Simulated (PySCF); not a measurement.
# Yb(SH)2: other functionals and bases at one geometry

How far do other levels of theory move the description of Yb(SH)2, and what does each cost? The species was built from a template and needn't be a known compound.

Computed with PySCF 2.14.0. Level: several levels, as the steps say, no spin–orbit coupling.

1 further run of the same task is left out (for a known fault of the program).

### 1 Starting geometry

5 atoms, charge 0, spin multiplicity 1.

Bond lengths: Yb1–S2 2.614 Å, Yb1–S4 2.614 Å, S2–H3 1.356 Å, S4–H5 1.356 Å. Angles: S2–Yb1–S4 135.3°, Yb1–S2–H3 90.0°, Yb1–S4–H5 90.0°.

Coordinates:

```
Yb    0.0000    0.0000   -0.0979
S     2.4175    0.0007    0.8959
H     2.9209   -0.2860   -0.3306
S    -2.4175   -0.0007    0.8959
H    -2.9209    0.2860   -0.3306
```

Formal oxidation states: Yb +2. An earlier session relaxed this geometry at PBE0, Yb def2-SVP with ECP28, S def2-SVP, H def2-SVP (singlet, point group C2).

At PBE0 on the finer grid: E = -1956.320922 Eh, HOMO -6.05 eV, LUMO -2.25 eV, Mulliken charge on Yb1 +0.75 e, largest force component 0.012 eV/Å. 

Levels to run: B3LYP; CAM-B3LYP; PBE0, TZVP. Hardware: 2 threads of Arm Neoverse V1, shared host.

### 2 B3LYP

run.py (the lines that set the calculation) reads:

```python
mol = gto.M(atom='''
Yb     0.00000     0.00000    -0.09791
S      2.41752     0.00067     0.89592
H      2.92091    -0.28598    -0.33061
S     -2.41752    -0.00067     0.89592
H     -2.92091     0.28598    -0.33061''',
    basis={'Yb': 'def2-SVP', 'S': 'def2-SVP', 'H': 'def2-SVP'},
    ecp={'Yb': 'def2-SVP'},
    charge=0, spin=0)
mf = dft.RKS(mol, xc='B3LYP')
mf.grids.atom_grid = (75, 302)  # f atoms: unpruned, at least (60, 302)
mf = mf.density_fit()  # fitting sets: Yb def2-universal-JKFIT, S def2-universal-JKFIT, H def2-universal-JKFIT
mf.conv_tol = 1e-08; mf.max_cycle = 55
mf.kernel(dm0)  # dm0: the density of the relaxed state
```

Started as:

```bash
> OMP_NUM_THREADS=2 python run.py
```

### 3 CAM-B3LYP

Changes to run.py (the lines that set the calculation) since step 2:

```diff
@@ -9,3 +9,3 @@
     charge=0, spin=0)
-mf = dft.RKS(mol, xc='B3LYP')
+mf = dft.RKS(mol, xc='CAMB3LYP')
 mf.grids.atom_grid = (75, 302)  # f atoms: unpruned, at least (60, 302)
```

### 4 PBE0, TZVP

Basis: Yb def2-TZVP with ECP28, S def2-TZVP, H def2-TZVP. 

run.py (the lines that set the calculation) reads:

```python
mol = gto.M(atom='''
Yb     0.00000     0.00000    -0.09791
S      2.41752     0.00067     0.89592
H      2.92091    -0.28598    -0.33061
S     -2.41752    -0.00067     0.89592
H     -2.92091     0.28598    -0.33061''',
    basis={'Yb': 'def2-TZVP', 'S': 'def2-TZVP', 'H': 'def2-TZVP'},
    ecp={'Yb': 'def2-TZVP'},
    charge=0, spin=0)
mf = dft.RKS(mol, xc='PBE0')
mf.grids.atom_grid = (75, 302)  # f atoms: unpruned, at least (60, 302)
mf = mf.density_fit()  # fitting sets: Yb def2-universal-JKFIT, S def2-universal-JKFIT, H def2-universal-JKFIT
mf.conv_tol = 1e-08; mf.max_cycle = 55
mf.kernel(dm0)  # dm0: free metal ions and neutral atoms
```

Before running it: what results should come out? Wanted: for each run, HOMO; gap; charge on Yb1; dipole; largest force.

**Answer**, as computed:

| level | state | HOMO (eV) | gap (eV) | charge on Yb1 (e) | dipole (D) | largest force (eV/Å) | basis functions | time |
| --- | --- | --- | --- | --- | --- | --- | --- | --- |
| PBE0 (relaxed here) | singlet | -6.05 | 3.80 | 0.75 | 6.56 | 0.01 | 127 | 23 s |
| B3LYP | singlet | -5.58 | 3.03 | 0.70 | 6.24 | 0.15 | 127 | 7.4 s |
| CAM-B3LYP | singlet | -7.38 | 5.73 | 0.73 | 6.51 | 0.04 | 127 | 11 s |
| PBE0, TZVP | singlet | -6.20 | 3.89 | 0.97 | 6.38 | 0.21 | 182 | 24 s |

Times are on 2 threads of Arm Neoverse V1, shared host; the first row also made further properties.

In one basis the HOMO–LUMO gap runs from 3.03 eV (B3LYP) to 5.73 eV (CAM-B3LYP). The largest leftover force, 0.21 eV/Å with PBE0, TZVP, stands at a geometry relaxed at another level. The Mulliken charge on Yb spans +0.70 to +0.97 e over the levels. Total energies of different levels can't be compared. Spin–orbit coupling is left out throughout.
